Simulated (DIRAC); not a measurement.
# CCSD(T)/dyall-v2z (X2C-SO, basis special Al:aug-cc-pVTZ, uncontracted yes, window high 103.31 Eh, window low -1.554 Eh) run of AlI (iodoaluminum)

Wanted: the energy of AlI (iodoaluminum). 

Program for the calculation: DIRAC 26.1 (patched).

2 further runs of the same task are left out: 2 set aside as unsound or not needed.

### Step 1. The system as given

The species is AlI (2 atoms), meant as a singlet with charge 0. As SMILES, `[Al][I]`. The bond length is the measured one.

Bond lengths: Al1–I2 2.537 Å.

### Step 2. The energy at CCSD(T)/dyall-v2z (X2C-SO, basis special Al:aug-cc-pVTZ, uncontracted yes, window high 103.31 Eh, window low -1.554 Eh)

AlI.mol reads:

```
INTGRL
AlI
basis from the library
C   2              A
       13.    1
Al        0.00000000      0.00000000      0.00000000
LARGE BASIS aug-cc-pVTZ
       53.    1
I         0.00000000      0.00000000      2.53710200
LARGE BASIS dyall.v2z
FINISH
```

run.inp reads:

```
! AlI
**DIRAC
.WAVE FUNCTION
**HAMILTONIAN
.X2C
**INTEGRALS
*READIN
.UNCONTRACT
**WAVE FUNCTION
.SCF
.RELCCSD
*SCF
.CLOSED SHELL
 66
**MOLTRA
.ACTIVE
energy -1.554 103.31 0.001
**RELCC
.ENERGY
*END OF
```

Command:

```
$ pam --inp=run.inp --mol=AlI.mol --noarch --mw=163 --aw=368
```

What values should one expect? Wanted: total energy; HOMO energy; LUMO energy; HOMO–LUMO gap; correlation energy; (T) correction.

Answer, from the run:

Level: CCSD(T)/dyall-v2z (X2C-SO, basis special Al:aug-cc-pVTZ, uncontracted yes, window high 103.31 Eh, window low -1.554 Eh), 28 core orbitals frozen.

| quantity | value |
| --- | --- |
| total energy | -7356.57449 Eh |
| HOMO energy (Hartree–Fock orbitals) | -8.60 eV |
| LUMO energy (Hartree–Fock orbitals) | 0.39 eV |
| HOMO–LUMO gap (Hartree–Fock orbitals) | 8.99 eV |
| correlation energy (28 core orbitals frozen) | -185.9 mEh |
| (T) correction | -6.54 mEh |

The triples make up 3.5 % of the correlation energy.
